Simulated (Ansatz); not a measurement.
# Al3Zn4Si9: the cost of one run

All numbers below are computed with Ansatz 0.2.0 (DFT PBE, scalar-relativistic, plane waves, PAW).

## Step 1: The system as given

The cell holds 16 atoms (Al3Si9Zn4): a = 6.298 Å, b = 6.298 Å, c = 6.298 Å, α = 90.00°, β = 90.00°, γ = 90.00°.

The sites of an ideal bcc lattice, at a guessed lattice constant, take 9 Si, 3 Al, 4 Zn (sublattices apart by semicolons), with a shake of 0.02 Å. Warren-Cowley parameters of the first shell (negative: unlike neighbours preferred): Al-Si -0.04, Al-Zn +0.00, Si-Zn +0.00. In a cell this small the draw can fall short of the order aimed at.

As a file:

```cif
data_structure
_symmetry_space_group_name_H-M 'P 1'
_symmetry_Int_Tables_number 1
_cell_length_a 6.2979
_cell_length_b 6.2979
_cell_length_c 6.2979
_cell_angle_alpha 90.000
_cell_angle_beta 90.000
_cell_angle_gamma 90.000
_cell_volume 249.80
loop_
_atom_site_label
_atom_site_type_symbol
_atom_site_fract_x
_atom_site_fract_y
_atom_site_fract_z
_atom_site_occupancy
Al1 Al 0.50008 0.50506 0.50144 1
Al2 Al 0.75030 0.25400 0.75074 1
Al3 Al 0.75212 0.74451 0.74989 1
Si1 Si 0.00002 0.00215 0.99850 1
Si2 Si 0.00563 0.49960 0.00468 1
Si3 Si 0.99622 0.00026 0.50591 1
Si4 Si 0.25204 0.24926 0.25325 1
Si5 Si 0.50049 0.99633 0.49992 1
Si6 Si 0.99794 0.50487 0.49960 1
Si7 Si 0.25620 0.75113 0.24995 1
Si8 Si 0.25432 0.25474 0.75048 1
Si9 Si 0.74885 0.75145 0.25477 1
Zn1 Zn 0.49807 0.00041 0.99666 1
Zn2 Zn 0.49689 0.49812 0.00823 1
Zn3 Zn 0.75200 0.25120 0.25131 1
Zn4 Zn 0.24876 0.74207 0.75158 1
```

## Step 2: Relaxation without symmetry, coarse mesh

A cheap relaxation: coarse mesh, no symmetry, loose thresholds.

input.yaml

```yaml
crystal:
  lattice:
    - [6.29792492, 0.0, 0.0]
    - [0.0, 6.29792492, 0.0]
    - [0.0, 0.0, 6.29792492]
  atoms:
    - { symbol: Al, position: [0.5000808564, 0.5050580931, 0.5014437181] }
    - { symbol: Al, position: [0.7503033082, 0.254004029, 0.750742325] }
    - { symbol: Al, position: [0.7521196931, 0.744512126, 0.7498888816] }
    - { symbol: Si, position: [1.63099e-05, 0.0021511977, 0.9984961246] }
    - { symbol: Si, position: [0.0056323728, 0.4995978464, 0.0046841184] }
    - { symbol: Si, position: [0.9962174872, 0.0002607391, 0.5059073815] }
    - { symbol: Si, position: [0.2520353857, 0.2492615551, 0.2532469675] }
    - { symbol: Si, position: [0.5004910657, 0.9963296564, 0.4999218179] }
    - { symbol: Si, position: [0.9979363865, 0.5048700771, 0.499596227] }
    - { symbol: Si, position: [0.25619592, 0.7511299414, 0.2499478021] }
    - { symbol: Si, position: [0.2543229392, 0.2547440511, 0.7504810507] }
    - { symbol: Si, position: [0.7488519297, 0.7514463583, 0.2547665857] }
    - { symbol: Zn, position: [0.498073935, 0.0004123843, 0.9966599421] }
    - { symbol: Zn, position: [0.4968935529, 0.4981154848, 0.0082273295] }
    - { symbol: Zn, position: [0.7519983248, 0.251197169, 0.2513081506] }
    - { symbol: Zn, position: [0.248761992, 0.7420707788, 0.7515845216] }
  symmetry: { detect: false }
basis:
  ecutwfc: 420
kpoints:
  mp_grid: { grid: [2, 2, 2], shift: [0.5, 0.5, 0.5] }
hamiltonian:
  xc: pbe
scf:
  occupations: { method: gaussian, width: 0.1 }
  lower_state_search: "off"
output:
  forces: true
  stress: true
  eigenvalues: true
relax:
  adjacent_minimum: "off"
  f_tol: 0.04
  max_steps: 50
  cell: { stress_tol: 0.3 }
```

Started as:

```bash
$ ansatz run input.yaml --threads 4 --pin off --max-ram 9216MiB --backend cpu --events-out ev --progress --plain --runs-dir out
```

**Question.** How long does this run take on 4 threads of AMD EPYC 7R43 (Zen 3), shared host, and how much memory does it need?

About 93 s, with a peak of 0.72 GiB.
